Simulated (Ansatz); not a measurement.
**ClH₅SiZn (built from SMILES [Cl][ZnH].[SiH4]): search for a transition state**

Wanted: the transition state of a four-centre ligand exchange (form Zn1–Si5, H2–H4 and break Zn1–H2, H4–Si5). The guess is relaxed with those distances held, a saddle search follows, and vibrations and two downhill relaxations check it.

Computed with Ansatz 0.2.0, Gaussian basis. Level: PBE0-D4, def2-SVP first, then def2-TZVP.

**1. Where the work starts**

The guess: 8 atoms, charge 0, spin multiplicity 1.

Atoms are counted from 1 here; the program's logs count them from 0.

Bond lengths: Zn1–Cl3 2.696 Å, Zn1–Si5 2.505 Å, H2–Cl3 1.499 Å, Si5–H6 1.496 Å, Si5–H7 1.465 Å, Si5–H8 1.465 Å. Angles: Cl3–Zn1–Si5 100.4°, Zn1–Cl3–H2 69.9°, Zn1–Si5–H6 88.6°, Zn1–Si5–H7 120.0°, Zn1–Si5–H8 116.9°, H6–Si5–H7 100.0°, H6–Si5–H8 100.4°, H7–Si5–H8 119.5°.

As a file:

```
Zn   -1.8015   -0.4153    0.3172
H     0.2078   -1.6495   -0.7710
Cl   -0.9037   -2.6477   -0.8998
H     0.6992   -0.6338   -0.4630
Si    0.2913    0.9610    0.3399
H    -0.4679    2.0394    1.0452
H     1.3334    0.6923    1.3339
H     0.6415    1.6536   -0.9024
```

Distances that are to change: Zn1–Si5 2.50 Å, H2–H4 1.17 Å, Zn1–H2 2.60 Å, H4–Si5 1.83 Å.

**2. Constrained relaxation of the guess**

hold/in.yaml

```yaml
crystal:
  periodic: [false, false, false]
  atoms:
    - {symbol: Zn, position_ang: [-1.801500, -0.415300, 0.317200]}
    - {symbol: H, position_ang: [0.207800, -1.649500, -0.771000]}
    - {symbol: Cl, position_ang: [-0.903700, -2.647700, -0.899800]}
    - {symbol: H, position_ang: [0.699200, -0.633800, -0.463000]}
    - {symbol: Si, position_ang: [0.291300, 0.961000, 0.339900]}
    - {symbol: H, position_ang: [-0.467900, 2.039400, 1.045200]}
    - {symbol: H, position_ang: [1.333400, 0.692300, 1.333900]}
    - {symbol: H, position_ang: [0.641500, 1.653600, -0.902400]}
basis:
  gaussian: {orbitals: def2-SVP}
hamiltonian: {xc: pbe0, dispersion: d4}
relax: {f_tol: 0.04, max_steps: 150, escape_saddle: false, constraints: [{distance: [0, 4]}, {distance: [1, 3]}, {distance: [0, 1]}, {distance: [3, 4]}]}
```

Run with:

```sh
> ansatz run in.yaml --threads 4 --pin off --events-out ev --progress --plain --max-ram 9574MiB
```

The program printed:

```text
Functional definition: PBE0
  name "PBE0"
  cite "Adamo & Barone, J. Chem. Phys. 110, 6158 (1999) doi:10.1063/1.478522"
  cite "Perdew, Burke & Ernzerhof, Phys. Rev. Lett. 77, 3865 (1996) doi:10.1103/PhysRevLett.77.3865"
  parent pbe
  parameter a = 0.25
  parameter kappa = 0.804
  parameter beta = 0.06672455060314922
  exchange = (1 - a)*pbe_x(kappa = kappa, mu = beta*pi^2/3) + a*exact_x
  correlation = pbe_c(beta = beta)
932 factors; integrals over basis functions are off by at most 3.9e-4 eV
mean field evaluation 1: about -68869.3739 eV, gradient 2.6e1 eV
mean field evaluation 2: about -68867.7977 eV, gradient 3.9e1 eV
mean field evaluation 4: about -68871.5194 eV, gradient 1.1e0 eV
mean field evaluation 8: about -68871.5484 eV, gradient 3.9e-2 eV
mean field evaluation 16: about -68871.5484 eV, gradient 1.9e-5 eV
mean field -68871.54836201 eV, -2530.9827194919 hartree, gradient 1.9e-5 eV, S^2 0.000000; 0 other end points of the search recorded, 0 dependent functions left out
the calculation of the forces begins
reference -68871.54839356 eV, -2530.9827206512 hartree; 33, 33 occupied and 59, 59 virtual orbitals, 932 factors
relax step   1: F+E_penalty+E_count = -68871.70083729 eV  Δ(F+E_penalty+E_count) = +0.000e0 eV  max|allowed force component| = 5.507e-1 eV/Å  Δτ_max = 0.0000 Å  (27 SCF iters, accepted)
  distance Zn 0 - Si 4 held at 2.504901 Å   reaction = +4.3255e-2 eV/Å
  distance H 1 - H 3 held at 1.169609 Å   reaction = +3.3489e-1 eV/Å
  distance Zn 0 - H 1 held at 2.597059 Å   reaction = +4.5553e-1 eV/Å
  distance H 3 - Si 4 held at 1.831507 Å   reaction = +3.1073e-1 eV/Å
these checks for a lower state are left out or cut short: starts, cluster_reference, orbital_swaps, neighbouring_geometries, increment
932 factors; integrals over basis functions are off by at most 4.4e-4 eV
mean field -68871.59383292 eV, -2530.9843905169 hartree, gradient 1.2e-5 eV, S^2 0.000000; 0 other end points of the search recorded, 0 dependent functions left out
the calculation of the forces begins
reference -68871.59386458 eV, -2530.9843916804 hartree; 33, 33 occupied and 59, 59 virtual orbitals, 932 factors
relax step   2: F+E_penalty+E_count = -68871.74611932 eV  Δ(F+E_penalty+E_count) = -4.528e-2 eV  max|allowed force component| = 1.847e-1 eV/Å  Δτ_max = 0.1425 Å  (31 SCF iters, accepted)
  distance Zn 0 - Si 4 held at 2.504901 Å   reaction = -1.2933e-1 eV/Å
  distance H 1 - H 3 held at 1.169609 Å   reaction = +2.8254e-1 eV/Å
  distance Zn 0 - H 1 held at 2.597059 Å   reaction = +5.2412e-1 eV/Å
  distance H 3 - Si 4 held at 1.831507 Å   reaction = +3.0502e-1 eV/Å
these checks for a lower state are left out or cut short: starts, cluster_reference, orbital_swaps, neighbouring_geometries, increment
932 factors; integrals over basis functions are off by at most 4.4e-4 eV
mean field -68871.60143360 eV, -2530.9846698366 hartree, gradient 1.3e-5 eV, S^2 0.000000; 0 other end points of the search recorded, 0 dependent functions left out
the calculation of the forces begins
reference -68871.60146521 eV, -2530.9846709985 hartree; 33, 33 occupied and 59, 59 virtual orbitals, 932 factors
relax step   3: F+E_penalty+E_count = -68871.75399148 eV  Δ(F+E_penalty+E_count) = -7.872e-3 eV  max|allowed force component| = 1.135e-1 eV/Å  Δτ_max = 0.0536 Å  (32 SCF iters, accepted)
  distance Zn 0 - Si 4 held at 2.504901 Å   reaction = -2.1239e-1 eV/Å
  distance H 1 - H 3 held at 1.169609 Å   reaction = +3.6966e-1 eV/Å
  distance Zn 0 - H 1 held at 2.597059 Å   reaction = +5.2115e-1 eV/Å
  distance H 3 - Si 4 held at 1.831507 Å   reaction = +3.5785e-1 eV/Å
these checks for a lower state are left out or cut short: starts, cluster_reference, orbital_swaps, neighbouring_geometries, increment
932 factors; integrals over basis functions are off by at most 4.4e-4 eV
mean field evaluation 32: about -68871.6023 eV, gradient 4.2e-1 eV
mean field -68871.60281099 eV, -2530.9847204548 hartree, gradient 1.7e-5 eV, S^2 0.000000; 0 other end points of the search recorded, 0 dependent functions left out
the calculation of the forces begins
reference -68871.60284262 eV, -2530.9847216171 hartree; 33, 33 occupied and 59, 59 virtual orbitals, 932 factors
relax step   4: F+E_penalty+E_count = -68871.75538753 eV  Δ(F+E_penalty+E_count) = -1.396e-3 eV  max|allowed force component| = 7.366e-2 eV/Å  Δτ_max = 0.0055 Å  (26 SCF iters, accepted)
  distance Zn 0 - Si 4 held at 2.504901 Å   reaction = -2.5079e-1 eV/Å
  distance H 1 - H 3 held at 1.169609 Å   reaction = +3.6054e-1 eV/Å
  distance Zn 0 - H 1 held at 2.597059 Å   reaction = +5.0412e-1 eV/Å
  distance H 3 - Si 4 held at 1.831507 Å   reaction = +4.1273e-1 eV/Å
these checks for a lower state are left out or cut short: starts, cluster_reference, orbital_swaps, neighbouring_geometries, increment
932 factors; integrals over basis functions are off by at most 4.3e-4 eV
mean field -68871.60392336 eV, -2530.9847613338 hartree, gradient 1.1e-5 eV, S^2 0.000000; 0 other end points of the search recorded, 0 dependent functions left out
the calculation of the forces begins
reference -68871.60395502 eV, -2530.9847624971 hartree; 33, 33 occupied and 59, 59 virtual orbitals, 932 factors
relax step   5: F+E_penalty+E_count = -68871.75646082 eV  Δ(F+E_penalty+E_count) = -1.073e-3 eV  max|allowed force component| = 3.139e-2 eV/Å  Δτ_max = 0.0076 Å  (26 SCF iters, accepted)
  distance Zn 0 - Si 4 held at 2.504901 Å   reaction = -2.8993e-1 eV/Å
  distance H 1 - H 3 held at 1.169609 Å   reaction = +3.2747e-1 eV/Å
  distance Zn 0 - H 1 held at 2.597059 Å   reaction = +4.6763e-1 eV/Å
  distance H 3 - Si 4 held at 1.831507 Å   reaction = +4.9426e-1 eV/Å
932 factors; integrals over basis functions are off by at most 4.3e-4 eV
mean field -68871.60392336 eV, -2530.9847613338 hartree, gradient 1.1e-5 eV, S^2 0.000000; 1 other end points of the search recorded, 0 dependent functions left out
the calculation of the forces begins
reference -68871.60395502 eV, -2530.9847624971 hartree; 33, 33 occupied and 59, 59 virtual orbitals, 932 factors
Total energy: -68871.75649247 eV, -2530.9903681451 hartree
Atom 0 at    -1.788585    -0.445105     0.310264 Å, force     0.125010    -0.356008    -0.188343 eV/Å
Atom 1 at     0.215765    -1.678482    -0.787952 Å, force    -0.274503     0.512483     0.301912 eV/Å
Atom 2 at    -0.883545    -2.639709    -0.904935 Å, force     0.023974    -0.020661    -0.016379 eV/Å
Atom 3 at     0.607412    -0.634320    -0.435356 Å, force    -0.204471     0.137348     0.112198 eV/Å
Atom 4 at     0.268764     0.983147     0.354285 Å, force     0.353153    -0.269976    -0.215003 eV/Å
Atom 5 at    -0.501893     2.073339     1.066051 Å, force    -0.022335     0.001025     0.006559 eV/Å
Atom 6 at     1.381844     0.690320     1.311178 Å, force    -0.002249     0.000323    -0.005034 eV/Å
Atom 7 at     0.700337     1.650810    -0.913536 Å, force     0.001420    -0.004533     0.004091 eV/Å
Dipole moment:    -0.425638     0.084529     0.157290 e Å
```

Run time: 27 s. Hardware: 4 threads of AMD EPYC, shared host; peak memory 0.21 GiB.

The steps of the relaxation:

```tsv
step	energy from step 1 (eV)	largest force component (eV/Å)
1	0.0000	0.5507
2	-0.0453	0.1847
3	-0.0532	0.1135
4	-0.0546	0.0737
5	-0.0556	0.0314
```

Close pairs (by a distance rule), those that changed most:

```tsv
bond	before (Å)	after (Å)	change (Å)
H2–Cl3	1.499	1.465	-0.035
Si5–H7	1.465	1.497	+0.032
Si5–H8	1.465	1.496	+0.032
Zn1–Cl3	2.696	2.667	-0.030
Si5–H6	1.496	1.513	+0.017
Zn1–Si5	2.505	2.505	+0.000
```

**3. Force constants to start from**

hessian/in.yaml

```yaml
crystal:
  periodic: [false, false, false]
  atoms:
    - {symbol: Zn, position_ang: [-1.788585, -0.445105, 0.310264]}
    - {symbol: H, position_ang: [0.215765, -1.678482, -0.787952]}
    - {symbol: Cl, position_ang: [-0.883545, -2.639709, -0.904935]}
    - {symbol: H, position_ang: [0.607412, -0.634320, -0.435356]}
    - {symbol: Si, position_ang: [0.268764, 0.983147, 0.354285]}
    - {symbol: H, position_ang: [-0.501893, 2.073339, 1.066051]}
    - {symbol: H, position_ang: [1.381844, 0.690320, 1.311178]}
    - {symbol: H, position_ang: [0.700337, 1.650810, -0.913536]}
basis:
  gaussian: {orbitals: def2-SVP}
hamiltonian: {xc: pbe0, dispersion: d4}
phonons: {}
scf: {lower_state_search: off}
```

Run with:

```sh
> ansatz run in.yaml --threads 4 --pin off --events-out ev --progress --plain --max-ram 9574MiB
```

The program printed:

```text
[... 10 set-up lines as earlier in the session ...]
these checks for a lower state are left out or cut short: stability, starts, cluster_reference, orbital_swaps, neighbouring_geometries, increment
936 factors; integrals over basis functions are off by at most 3.5e-4 eV
mean field evaluation 1: about -68869.5007 eV, gradient 2.6e1 eV
mean field evaluation 2: about -68867.9235 eV, gradient 3.9e1 eV
mean field evaluation 4: about -68871.5762 eV, gradient 1.0e0 eV
mean field evaluation 8: about -68871.6039 eV, gradient 4.2e-2 eV
mean field evaluation 16: about -68871.6039 eV, gradient 1.2e-5 eV
mean field -68871.60392603 eV, -2530.9847614319 hartree, gradient 1.5e-6 eV, S^2 0.000000; 0 other end points of the search recorded, 0 dependent functions left out
the calculation of the forces begins
reference -68871.60395769 eV, -2530.9847625951 hartree; 33, 33 occupied and 59, 59 virtual orbitals, 936 factors
[... from here to the last solve, the lines of the solves are left out (47 solves) ...]
936 factors; integrals over basis functions are off by at most 3.5e-4 eV
mean field -68871.60387494 eV, -2530.9847595543 hartree, gradient 2.6e-6 eV, S^2 0.000000; 0 other end points of the search recorded, 0 dependent functions left out
the calculation of the forces begins
reference -68871.60390660 eV, -2530.9847607176 hartree; 33, 33 occupied and 59, 59 virtual orbitals, 936 factors
WARN: phonons: modes at or below zero, which the zero-point energy, F, S and C_V leave out: 1, the lowest at -1127.69 cm⁻¹. A minimum has none, and a first-order saddle one
Total energy: -68871.75649506 eV, -2530.9903682401 hartree
Atom 0 at    -1.788585    -0.445105     0.310264 Å, force     0.125004    -0.356021    -0.188349 eV/Å
Atom 1 at     0.215765    -1.678482    -0.787952 Å, force    -0.274481     0.512502     0.301911 eV/Å
Atom 2 at    -0.883545    -2.639709    -0.904935 Å, force     0.023959    -0.020659    -0.016372 eV/Å
Atom 3 at     0.607412    -0.634320    -0.435356 Å, force    -0.204482     0.137351     0.112208 eV/Å
Atom 4 at     0.268764     0.983147     0.354285 Å, force     0.353159    -0.269989    -0.215022 eV/Å
Atom 5 at    -0.501893     2.073339     1.066051 Å, force    -0.022333     0.001027     0.006564 eV/Å
Atom 6 at     1.381844     0.690320     1.311178 Å, force    -0.002247     0.000324    -0.005033 eV/Å
Atom 7 at     0.700337     1.650810    -0.913536 Å, force     0.001420    -0.004535     0.004094 eV/Å
Dipole moment:    -0.425638     0.084528     0.157290 e Å
Vibrations: -1127.69 80.15 156.82 190.76 213.81 268.31 598.35 703.60 799.37 826.83 938.24 947.88 1045.95 1115.59 1586.92 2103.63 2203.29 2224.32 cm⁻¹, zero-point energy 0.992110 eV
Checks for a lower state left out: stability, starts, cluster_reference, orbital_swaps, neighbouring_geometries, increment
```

Run time: 2.5 min. Hardware: 4 threads of AMD EPYC, shared host; peak memory 0.2 GiB.

The structure is not stationary yet, so these wavenumbers are no spectrum; the search needs only the force constants.

**4. Saddle search in the small basis**

The search itself is an outer loop (partitioned rational-function steps, Bofill update of the Hessian). Each step is one single-point run with forces. It stops when the largest force is under 0.04 eV/Å and the followed curvature is negative. The first step's input:

presaddle/in.yaml

```yaml
crystal:
  periodic: [false, false, false]
  atoms:
    - {symbol: Zn, position_ang: [-1.788585, -0.445105, 0.310264]}
    - {symbol: H, position_ang: [0.215765, -1.678482, -0.787952]}
    - {symbol: Cl, position_ang: [-0.883545, -2.639709, -0.904935]}
    - {symbol: H, position_ang: [0.607412, -0.634320, -0.435356]}
    - {symbol: Si, position_ang: [0.268764, 0.983147, 0.354285]}
    - {symbol: H, position_ang: [-0.501893, 2.073339, 1.066051]}
    - {symbol: H, position_ang: [1.381844, 0.690320, 1.311178]}
    - {symbol: H, position_ang: [0.700337, 1.650810, -0.913536]}
basis:
  gaussian: {orbitals: def2-SVP}
hamiltonian: {xc: pbe0, dispersion: d4}
output: {forces: true}
scf: {lower_state_search: off}
```

Run with:

```sh
> ansatz run in.yaml --threads 4 --pin off --events-out ev --progress --plain --max-ram 9574MiB
```

Step by step:

```tsv
step	energy (eV)	largest force (eV/Å)	followed curvature (eV/Å²)
1	-68871.75647	0.5125	-9.55
2	-68871.86607	0.1537	-9.55
3	-68871.87580	0.0803	-9.52
4	-68871.87654	0.0297	-9.45
```

The 4 steps took 11 s in all (4 threads of AMD EPYC, shared host).

**5. Saddle search in triple zeta**

The search itself is an outer loop (partitioned rational-function steps, Bofill update of the Hessian). Each step is one single-point run with forces. It stops when the largest force is under 0.01 eV/Å and the followed curvature is negative. The first step's input:

saddle/in.yaml

```yaml
crystal:
  periodic: [false, false, false]
  atoms:
    - {symbol: Zn, position_ang: [-1.831451, -0.537131, 0.256108]}
    - {symbol: H, position_ang: [0.147576, -1.511345, -0.683488]}
    - {symbol: Cl, position_ang: [-0.830420, -2.608617, -0.930888]}
    - {symbol: H, position_ang: [0.543930, -0.585514, -0.356254]}
    - {symbol: Si, position_ang: [0.299705, 0.949162, 0.337130]}
    - {symbol: H, position_ang: [-0.486068, 2.020205, 1.053467]}
    - {symbol: H, position_ang: [1.439863, 0.674744, 1.269272]}
    - {symbol: H, position_ang: [0.716965, 1.598495, -0.945347]}
basis:
  gaussian: {orbitals: def2-TZVP}
hamiltonian: {xc: pbe0, dispersion: d4}
output: {forces: true}
scf: {lower_state_search: off}
```

Run with:

```sh
> ansatz run in.yaml --threads 4 --pin off --events-out ev --progress --plain --max-ram 9574MiB
```

Step by step:

```tsv
step	energy (eV)	largest force (eV/Å)	followed curvature (eV/Å²)
1	-68886.11866	0.2257	-9.45
2	-68886.12461	0.1904	-8.99
3	-68886.12559	0.0475	-9.20
4	-68886.12609	0.0089	-9.22
```

The 4 steps took 23 s in all (4 threads of AMD EPYC, shared host).

The point found:

```xyz
8

Zn   -1.8452   -0.5494    0.2712
H     0.1474   -1.4595   -0.6714
Cl   -0.8176   -2.6098   -0.8990
H     0.5423   -0.5700   -0.3970
Si    0.3034    0.9512    0.3292
H    -0.4914    2.0017    1.0393
H     1.4179    0.6371    1.2625
H     0.7434    1.5987   -0.9348
```

Followed mode, largest move set to 1: H4 (0.19, -0.85, -0.49); Zn1 (0.79, -0.38, -0.32); H2 (0.43, 0.71, 0.16); Cl3 (-0.69, -0.03, 0.21).

**6. Checking the order of the point**

vib/in.yaml

```yaml
crystal:
  periodic: [false, false, false]
  atoms:
    - {symbol: Zn, position_ang: [-1.845249, -0.549368, 0.271182]}
    - {symbol: H, position_ang: [0.147443, -1.459485, -0.671363]}
    - {symbol: Cl, position_ang: [-0.817592, -2.609789, -0.899026]}
    - {symbol: H, position_ang: [0.542282, -0.570048, -0.396992]}
    - {symbol: Si, position_ang: [0.303358, 0.951177, 0.329207]}
    - {symbol: H, position_ang: [-0.491412, 2.001741, 1.039289]}
    - {symbol: H, position_ang: [1.417867, 0.637070, 1.262463]}
    - {symbol: H, position_ang: [0.743404, 1.598702, -0.934760]}
basis:
  gaussian: {orbitals: def2-TZVP}
hamiltonian: {xc: pbe0, dispersion: d4}
phonons: {temperatures: {t_min: 298.15, t_max: 900, t_step: 200}}
```

Run with:

```sh
> ansatz run in.yaml --threads 4 --pin off --events-out ev --progress --plain --max-ram 9574MiB
```

The program printed:

```text
[... 10 set-up lines as earlier in the session ...]
1297 factors; their error is unknown
mean field evaluation 1: about -68882.8817 eV, gradient 3.5e1 eV
mean field evaluation 2: about -68879.5166 eV, gradient 6.8e1 eV
mean field evaluation 4: about -68885.8100 eV, gradient 2.6e0 eV
mean field evaluation 8: about -68885.8297 eV, gradient 7.2e-2 eV
mean field evaluation 16: about -68885.9807 eV, gradient 5.6e-5 eV
mean field -68885.98065147 eV, -2531.5130963467 hartree, gradient 5.6e-5 eV, S^2 0.000000; 0 other end points of the search recorded, 0 dependent functions left out
the calculation of the forces begins
reference -68885.98068429 eV, -2531.5130975528 hartree; 33, 33 occupied and 119, 119 virtual orbitals, 1297 factors
[... from here to the last solve, the lines of the solves are left out (47 solves) ...]
1297 factors; their error is unknown
mean field -68885.98060936 eV, -2531.5130947995 hartree, gradient 2.2e-6 eV, S^2 0.000000; 0 other end points of the search recorded, 0 dependent functions left out
the calculation of the forces begins
reference -68885.98064219 eV, -2531.5130960057 hartree; 33, 33 occupied and 119, 119 virtual orbitals, 1297 factors
WARN: phonons: modes at or below zero, which the zero-point energy, F, S and C_V leave out: 2, the lowest at -839.49 cm⁻¹. A minimum has none, and a first-order saddle one
Total energy: -68886.12608751 eV, -2531.5184410227 hartree
Atom 0 at    -1.845249    -0.549368     0.271182 Å, force    -0.001042    -0.002416    -0.000196 eV/Å
Atom 1 at     0.147443    -1.459485    -0.671363 Å, force     0.003185     0.004383     0.000755 eV/Å
Atom 2 at    -0.817592    -2.609789    -0.899026 Å, force    -0.005893    -0.003253    -0.001842 eV/Å
Atom 3 at     0.542282    -0.570048    -0.396992 Å, force     0.003571     0.008897     0.005500 eV/Å
Atom 4 at     0.303358     0.951177     0.329207 Å, force     0.000632    -0.003097    -0.002404 eV/Å
Atom 5 at    -0.491412     2.001741     1.039289 Å, force    -0.001267     0.000085    -0.000312 eV/Å
Atom 6 at     1.417867     0.637070     1.262463 Å, force     0.001082    -0.000882    -0.001930 eV/Å
Atom 7 at     0.743404     1.598702    -0.934760 Å, force    -0.000269    -0.003717     0.000429 eV/Å
Dipole moment:    -0.226853     0.207963     0.152122 e Å
Vibrations: -839.49 -94.10 111.94 178.47 241.32 268.09 612.24 714.22 821.86 923.76 928.81 1029.53 1037.93 1250.57 1707.68 2139.01 2210.19 2229.36 cm⁻¹, zero-point energy 1.016980 eV
```

It took 3.9 min on 4 threads of AMD EPYC, shared host; peak memory 0.41 GiB.

Wavenumbers and character of the modes:

```tsv
mode	wavenumber (cm⁻¹)	character
1	839i	changes H2–H4, H4–Si5
2	94i	bend
3	112	torsion
4	178	Zn–Cl and Zn–Si stretch
5	241	bend
6	268	Zn–Si and Zn–Cl stretch
7	612	bend with torsion
8	714	bend with torsion
9	822	bend
10	924	torsion with bend
11	929	bend with torsion
12	1030	bend
13	1038	bend
14	1251	bend with Cl–H stretch
15	1708	Si–H stretch
16	2139	Si–H stretch
17	2210	Si–H stretch
18	2229	Si–H stretch
```

Vibrational sums (real modes only):

```tsv
T (K)	entropy (J/mol/K)	heat capacity (J/mol/K)
298	43.3	48.5
498	74.6	74.0
698	102.5	91.4
898	127.0	102.9
```

**7. What came out**

| quantity | value |
| --- | --- |
| imaginary modes | 2 |
| lowest wavenumber | 839i cm⁻¹ |
| Zn1–Si5 at the point found | 2.621 Å |
| H2–H4 at the point found | 1.011 Å |
| Zn1–H2 at the point found | 2.385 Å |
| H4–Si5 at the point found | 1.703 Å |

**Reading.** A transition state has exactly one imaginary mode. This point has 2, so it is a saddle of higher order and is not used.
